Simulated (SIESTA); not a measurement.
The system is GaSb3.

```
Sb Ga
1.0
     0.00000    3.73060    3.73060
     3.73060    0.00000    3.73060
     3.73060    3.73060    0.00000
Sb Ga
3 1
Cartesian
  3.7306 3.7306 3.7306
  5.5959 5.5959 5.5959
  1.8653 1.8653 1.8653
  0.0000 0.0000 0.0000
```

The cell comes from a database or a generator and needn't be the stable form of this composition.

Base run:

| Item | Value |
| --- | --- |
| Program | SIESTA 5.4.2 |
| Functional | LDA |
| Potentials or basis | PseudoDojo 0.4 standard (LDA files) |
| Basis | DZP (energy shift 0.003 Ry; two zetas on semicore shells) |
| Grid cutoff | 800 Ry |
| Energy shift | 0.003 Ry |
| k mesh | 6 × 6 × 6 |
| Occupations | fermi-dirac, width 0.05 eV |
| Spin | no spin polarisation |

Its results: band gap on the k mesh none (metal or under the smearing width); pressure -3.2 GPa.

The run is repeated on the same cell with these changes: functional from LDA to PBE; potentials or basis from PseudoDojo 0.4 standard (LDA files) to PseudoDojo 0.4 standard (PBE files). What comes out?

Band gap on the k mesh none (metal or under the smearing width); pressure 0.9 GPa.

Caveats: spin-orbit coupling is left out, which moves the levels of the heavy elements; the basis of atomic orbitals isn't converged, which shifts pressures, moduli and gaps.
